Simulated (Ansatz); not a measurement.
# C2H7GaOSi: one species, many methods

The task here is to estimate one member of a computed series from the others.

Computed with Ansatz 0.2.0, Gaussian basis. Level: functionals in def2-TZVPP, the program's frozen cores in correlated methods.

Plan: LDA (SPW92), PBE-D4, revPBE-D4, BLYP-D4, r2SCAN-D4, B97M-V, PBE0-D4, B3LYP-D4, r2SCANh-D4, r2SCAN0-D4, HSE06-D4, BHLYP-D4, CAM-B3LYP-D4, LC-ωPBE, ωB97X-V, ωB97M-V, B2PLYP, PBE-QIDH; CCSD(T)/def2-SVP; CCSD(T)/def2-TZVPP; MP2/def2-QZVPP; extrapolation to the limit; RPA on PBE.

### The relaxed structure

All runs share one geometry, relaxed beforehand with PBE0-D4 in a triple-zeta def2 set.

SMILES `C=[CH][Ga]([OH])[SiH3]`, 12 atoms, charge 0, spin multiplicity 1.

Atoms are counted from 1 here; the program's logs count them from 0.

Bond lengths: C1–C2 1.333 Å, C1–H6 1.088 Å, C1–H7 1.088 Å, C2–Ga3 1.953 Å, C2–H8 1.089 Å, Ga3–O4 1.796 Å, Ga3–Si5 2.403 Å, O4–H9 0.959 Å, Si5–H10 1.488 Å, Si5–H11 1.489 Å, Si5–H12 1.488 Å. Angles: C2–C1–H6 122.6°, C2–C1–H7 122.0°, H6–C1–H7 115.5°, C1–C2–Ga3 120.7°, C1–C2–H8 117.8°, Ga3–C2–H8 121.5°, C2–Ga3–O4 118.7°, C2–Ga3–Si5 127.0°, O4–Ga3–Si5 114.2°, Ga3–O4–H9 114.4°, Ga3–Si5–H10 110.6°, Ga3–Si5–H11 111.4°, Ga3–Si5–H12 110.6°, H10–Si5–H11 107.9°, H10–Si5–H12 108.3°, H11–Si5–H12 107.9°.

The first run:

Input file in.yaml:

```yaml
crystal:
  periodic: [false, false, false]
  atoms:
    - {symbol: C, position_ang: [-2.124527, -0.540297, -0.524393]}
    - {symbol: C, position_ang: [-1.555922, -0.191642, 0.629196]}
    - {symbol: Ga, position_ang: [0.352570, 0.216095, 0.715696]}
    - {symbol: O, position_ang: [1.065826, 0.680166, 2.296986]}
    - {symbol: Si, position_ang: [1.926060, 0.172733, -1.099974]}
    - {symbol: H, position_ang: [-3.183916, -0.773930, -0.608463]}
    - {symbol: H, position_ang: [-1.555419, -0.610229, -1.448857]}
    - {symbol: H, position_ang: [-2.189342, -0.142907, 1.514213]}
    - {symbol: H, position_ang: [0.439856, 0.698433, 3.023899]}
    - {symbol: H, position_ang: [3.016398, -0.802018, -0.824810]}
    - {symbol: H, position_ang: [1.271391, -0.222034, -2.378266]}
    - {symbol: H, position_ang: [2.537025, 1.515631, -1.295217]}
basis:
  gaussian: {orbitals: def2-TZVPP}
hamiltonian: {xc: lda}
output: {orbitals: {seedname: orbitals}}
```

On the command line:

```bash
$ ansatz run in.yaml --threads 4 --pin off --events-out ev --progress --plain --max-ram 10444MiB
```

Among the steps run: LDA; PBE-D4 (GGA); revPBE-D4 (GGA); BLYP-D4 (GGA); r2SCAN-D4 (meta-GGA); B97M-V (meta-GGA); B3LYP-D4 (hybrid); r2SCANh-D4 (hybrid); r2SCAN0-D4 (hybrid); HSE06-D4 (hybrid); BHLYP-D4 (hybrid); CAM-B3LYP-D4 (range-separated); LC-ωPBE (range-separated); ωB97X-V (range-separated); ωB97M-V (range-separated); B2PLYP (double hybrid); PBE-QIDH (double hybrid).

One of the session's tables, all rows but one given; the rest of the session is left out.

It belongs to the step «Orbital energies across the functionals». 

| functional | HOMO (eV) | LUMO (eV) | gap (eV) |
| --- | --- | --- | --- |
| LDA (SPW92) | -6.54 | -2.61 | 3.92 |
| PBE-D4 | -6.42 | -2.37 | 4.05 |
| revPBE-D4 | -6.37 | -2.26 | 4.11 |
| BLYP-D4 | -6.28 | -2.25 | 4.03 |
| r2SCAN-D4 | -6.67 | -2.22 | 4.45 |
| B97M-V | -6.77 | -2.29 | 4.48 |
| PBE0-D4 | -7.57 | -1.55 | 6.02 |
| B3LYP-D4 | ? | ? | ? |
| r2SCANh-D4 | -7.09 | -1.92 | 5.17 |
| r2SCAN0-D4 | -7.73 | -1.48 | 6.25 |
| HSE06-D4 | -7.18 | -1.93 | 5.25 |
| BHLYP-D4 | -8.61 | -0.71 | 7.90 |
| CAM-B3LYP-D4 | -8.84 | -0.57 | 8.28 |
| LC-ωPBE | -10.14 | 0.54 | 10.69 |
| ωB97X-V | -9.82 | 0.43 | 10.25 |
| ωB97M-V | -9.63 | 0.26 | 9.90 |

Q: Estimate the row for B3LYP-D4 from the others.

Worked estimate for «HOMO (eV)». Against the share of exact exchange, BLYP-D4 (0, -6.28), BHLYP-D4 (0.5, -8.61) give a slope of -4.66 per unit share; at 0.2 the line stands at -7.21.

**Answer.** HOMO (eV): -7.37; LUMO (eV): -1.78; gap (eV): 5.59. In «HOMO (eV)» the line misses by +0.16.
